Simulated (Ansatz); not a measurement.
# Bi4C: the cost of one run

Program: Ansatz 0.2.0. Level of theory: DFT PBE, scalar-relativistic, plane waves, PAW. These are calculated values, not measurements.

## 1. The system as given

It takes space group Pm-3m (No. 221, cubic). The conventional cell has a = 5.429 Å, b = 5.429 Å, c = 5.429 Å, α = 90.00°, β = 90.00°, γ = 90.00°. Bi (site symmetry 4/mmm) is surrounded by 10 Bi at 2.71 to 3.84 Å and 4 C at 3.84 Å. Bi (site symmetry m-3m) has 6 Bi at 2.71 Å as nearest neighbours. Around C (site symmetry m-3m) lie 12 Bi at 3.84 Å.

Structure file:

```xyz
5
Lattice="5.4289 0.0000 0.0000 0.0000 5.4289 0.0000 0.0000 0.0000 5.4289" Properties=species:S:1:pos:R:3 pbc="T T T"
Bi    2.7145    0.0000    0.0000
Bi    0.0000    2.7145    0.0000
Bi    0.0000    0.0000    2.7145
Bi    0.0000    0.0000    0.0000
C     2.7145    2.7145    2.7145
```

A structure generator made this guess: random cell by space group and Wyckoff sites (Pm-3m, No. 221). Its size is a rough estimate.

## 2. The guess as it stands, on a coarse mesh

input.yaml reads:

```yaml
crystal:
  lattice:
    - [5.4289253, 0.0, 0.0]
    - [0.0, 5.4289253, 0.0]
    - [0.0, 0.0, 5.4289253]
  atoms:
    - { symbol: Bi, position: [0.5, 0.0, 0.0] }
    - { symbol: Bi, position: [0.0, 0.5, 0.0] }
    - { symbol: Bi, position: [0.0, 0.0, 0.5] }
    - { symbol: Bi, position: [0.0, 0.0, 0.0] }
    - { symbol: C, position: [0.5, 0.5, 0.5] }
basis:
  ecutwfc: 420
kpoints:
  mp_grid: { grid: [4, 4, 4] }
hamiltonian:
  xc: pbe
scf:
  occupations: { method: gaussian, width: 0.1 }
  lower_state_search: "off"
output:
  forces: true
  stress: true
  eigenvalues: true
```

Started as:

```console
ansatz run input.yaml --threads 1 --pin off --max-ram 2560MiB --backend cpu --events-out ev --progress --plain --runs-dir out
```

**Question.** How long does this run take on 1 thread of Arm Neoverse V2, shared host, and how much memory does it need?

About 3.4 s, with a peak of 0.38 GiB.
